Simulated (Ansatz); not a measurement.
Geometry optimisation, Ansatz 0.2.0, DFT PBE-D3(BJ), scalar-relativistic, plane waves, PAW.

The input (input.yaml):

```yaml
crystal:
  lattice:
    - [10.86, 0.0, 0.0]
    - [0.0, 10.86, 0.0]
    - [0.0, 0.0, 10.86]
  atoms:
    - { symbol: Si, position: [0.5, 0.0, 0.0] }
    - { symbol: Si, position: [0.625, 0.125, 0.125] }
    - { symbol: Si, position: [0.75, 0.25, 0.0] }
    - { symbol: Si, position: [0.875, 0.375, 0.125] }
    - { symbol: Si, position: [0.75, 0.0, 0.25] }
    - { symbol: Si, position: [0.875, 0.125, 0.375] }
    - { symbol: Si, position: [0.0, 0.0, 0.0] }
    - { symbol: Si, position: [0.125, 0.125, 0.125] }
    - { symbol: Si, position: [0.25, 0.25, 0.0] }
    - { symbol: Si, position: [0.375, 0.375, 0.125] }
    - { symbol: Si, position: [0.5, 0.5, 0.0] }
    - { symbol: Si, position: [0.625, 0.625, 0.125] }
    - { symbol: Si, position: [0.75, 0.75, 0.0] }
    - { symbol: Si, position: [0.875, 0.875, 0.125] }
    - { symbol: Si, position: [0.25, 0.0, 0.25] }
    - { symbol: Si, position: [0.375, 0.125, 0.375] }
    - { symbol: Si, position: [0.5, 0.25, 0.25] }
    - { symbol: Si, position: [0.625, 0.375, 0.375] }
    - { symbol: Si, position: [0.75, 0.5, 0.25] }
    - { symbol: Si, position: [0.875, 0.625, 0.375] }
    - { symbol: Si, position: [0.5, 0.0, 0.5] }
    - { symbol: Si, position: [0.625, 0.125, 0.625] }
    - { symbol: Si, position: [0.75, 0.25, 0.5] }
    - { symbol: Si, position: [0.875, 0.375, 0.625] }
    - { symbol: Si, position: [0.75, 0.0, 0.75] }
    - { symbol: Si, position: [0.875, 0.125, 0.875] }
    - { symbol: Si, position: [0.125, 0.375, -0.125], spin: 1.0 }
    - { symbol: Si, position: [0.125, 0.625, 0.125] }
    - { symbol: Si, position: [0.25, 0.75, 0.0] }
    - { symbol: Si, position: [0.375, 0.875, 0.125] }
    - { symbol: Si, position: [0.0, 0.25, 0.25] }
    - { symbol: Si, position: [0.125, 0.375, 0.375] }
    - { symbol: Si, position: [0.25, 0.5, 0.25] }
    - { symbol: Si, position: [0.375, 0.625, 0.375] }
    - { symbol: Si, position: [0.5, 0.75, 0.25] }
    - { symbol: Si, position: [0.625, 0.875, 0.375] }
    - { symbol: Si, position: [0.0, 0.0, 0.5] }
    - { symbol: Si, position: [0.125, 0.125, 0.625] }
    - { symbol: Si, position: [0.25, 0.25, 0.5] }
    - { symbol: Si, position: [0.375, 0.375, 0.625] }
    - { symbol: Si, position: [0.5, 0.5, 0.5] }
    - { symbol: Si, position: [0.625, 0.625, 0.625] }
    - { symbol: Si, position: [0.75, 0.75, 0.5] }
    - { symbol: Si, position: [0.875, 0.875, 0.625] }
    - { symbol: Si, position: [0.25, 0.0, 0.75] }
    - { symbol: Si, position: [0.375, 0.125, 0.875] }
    - { symbol: Si, position: [0.5, 0.25, 0.75] }
    - { symbol: Si, position: [0.625, 0.375, 0.875] }
    - { symbol: Si, position: [0.75, 0.5, 0.75] }
    - { symbol: Si, position: [0.875, 0.625, 0.875] }
    - { symbol: Si, position: [0.0, 0.75, 0.25] }
    - { symbol: Si, position: [0.125, 0.875, 0.375] }
    - { symbol: Si, position: [0.0, 0.5, 0.5] }
    - { symbol: Si, position: [0.125, 0.625, 0.625] }
    - { symbol: Si, position: [0.25, 0.75, 0.5] }
    - { symbol: Si, position: [0.375, 0.875, 0.625] }
    - { symbol: Si, position: [0.0, 0.25, 0.75] }
    - { symbol: Si, position: [0.25, 0.5, 0.75] }
    - { symbol: Si, position: [0.375, 0.625, 0.875] }
    - { symbol: Si, position: [0.5, 0.75, 0.75] }
    - { symbol: Si, position: [0.625, 0.875, 0.875] }
    - { symbol: Si, position: [0.0, 0.75, 0.75] }
    - { symbol: Si, position: [0.125, 0.875, 0.875] }
magnetization:
  spin_polarized: true
total_charge: 1
basis:
  ecutwfc: 420.0
kpoints:
  mp_grid: { grid: [1, 1, 1] }
hamiltonian:
  xc: pbe
  dispersion: d3bj
  pseudopotentials: { kind: paw, azcp: { folder: soft_1 } }
scf:
  occupations: { method: gaussian, width: 0.05 }
  lower_state_search: "off"
relax:
  f_tol: 0.03
  max_steps: 60
  adjacent_minimum: "off"
```

Command:

```bash
$ ansatz run input.yaml --threads 4 --pin off --max-ram 10240MiB --backend cpu --events-out ev --progress --plain --runs-dir out
```

Question: Where does it end, and by what steps?

Answer: The forces met the threshold. The force dipped under the threshold on the way, but the program's further checks kept it going. Limits of this set-up: coarse k mesh, charged cell in a uniform background, uncorrected. After 17 steps the energy has fallen by 0.079 eV; Si4 moved furthest, 0.08 Å.

```
step  energy less start (eV)  largest force component (eV/Å)  accepted
   0                  0.0000                           0.251       yes
   1                 -0.0706                           0.079       yes
   2                 -0.0762                           0.020       yes
   3                 -0.0771                           0.010       yes
   4                 -0.0773                           0.002       yes
   5                 -0.0773                           0.001       yes
   6                 -0.0773                           0.001       yes
   7                 -0.0773                           0.002       yes
   8                 -0.0773                           0.004       yes
   9                 -0.0774                           0.006       yes
  10                 -0.0775                           0.009       yes
  11                 -0.0776                           0.012       yes
  12                 -0.0779                           0.014       yes
  13                 -0.0782                           0.015       yes
  14                  0.0364                           0.358        no
  15                 -0.0786                           0.010       yes
  16                 -0.0789                           0.009       yes
  17                 -0.0790                           0.004       yes
```

```xyz
63
Lattice="10.8600 0.0000 0.0000 0.0000 10.8600 0.0000 0.0000 0.0000 10.8600" Properties=species:S:1:pos:R:3
Si 5.439 -0.009 -0.008
Si 6.795 1.374 1.366
Si 8.178 2.746 -0.014
Si 9.539 4.140 1.321
Si 8.144 0.010 2.716
Si 9.494 1.374 4.065
Si 0.002 -0.001 -0.002
Si 1.355 1.361 1.348
Si 2.704 2.726 -0.003
Si 4.069 4.075 1.348
Si 5.431 5.428 -0.002
Si 6.774 6.791 1.361
Si 8.164 8.126 0.022
Si 9.499 9.516 1.361
Si 2.711 0.004 2.710
Si 4.073 1.357 4.074
Si 5.426 2.719 2.710
Si 6.800 4.061 4.060
Si 8.164 5.452 2.696
Si 9.499 6.791 4.086
Si 5.433 -0.003 5.427
Si 6.786 1.357 6.787
Si 8.150 2.719 5.434
Si 9.512 4.075 6.791
Si 8.150 0.004 8.149
Si 9.512 1.361 9.505
Si 1.323 4.107 -1.323
Si 1.290 6.751 1.321
Si 2.684 8.112 -0.014
Si 4.056 9.495 1.366
Si 0.014 2.746 2.682
Si 1.358 4.072 4.074
Si 2.684 5.416 2.682
Si 4.056 6.796 4.065
Si 5.420 8.146 2.716
Si 6.786 9.504 4.074
Si 0.008 -0.009 5.421
Si 1.363 1.361 6.791
Si 2.717 2.713 5.431
Si 4.069 4.067 6.791
Si 5.439 5.422 5.421
Si 6.795 6.796 6.804
Si 8.144 8.146 5.440
Si 9.494 9.495 6.804
Si 2.717 0.001 8.143
Si 4.069 1.361 9.497
Si 5.429 2.713 8.143
Si 6.786 4.072 9.502
Si 8.178 5.416 8.176
Si 9.539 6.751 9.570
Si -0.022 8.126 2.696
Si 1.369 9.490 4.060
Si 0.002 5.428 5.429
Si 1.355 6.778 6.791
Si 2.711 8.140 5.434
Si 4.073 9.504 6.787
Si 0.003 2.726 8.156
Si 2.704 5.427 8.156
Si 4.069 6.778 9.505
Si 5.426 8.140 8.149
Si 6.800 9.490 9.491
Si 0.014 8.112 8.176
Si 1.358 9.504 9.502
```

Whether the end is a true minimum wasn't checked by a vibrational analysis.

Time of the run: 2.5 min on 4 threads of AMD EPYC 7B13 (Zen 3), on a shared host, peak memory 1.7 GiB.
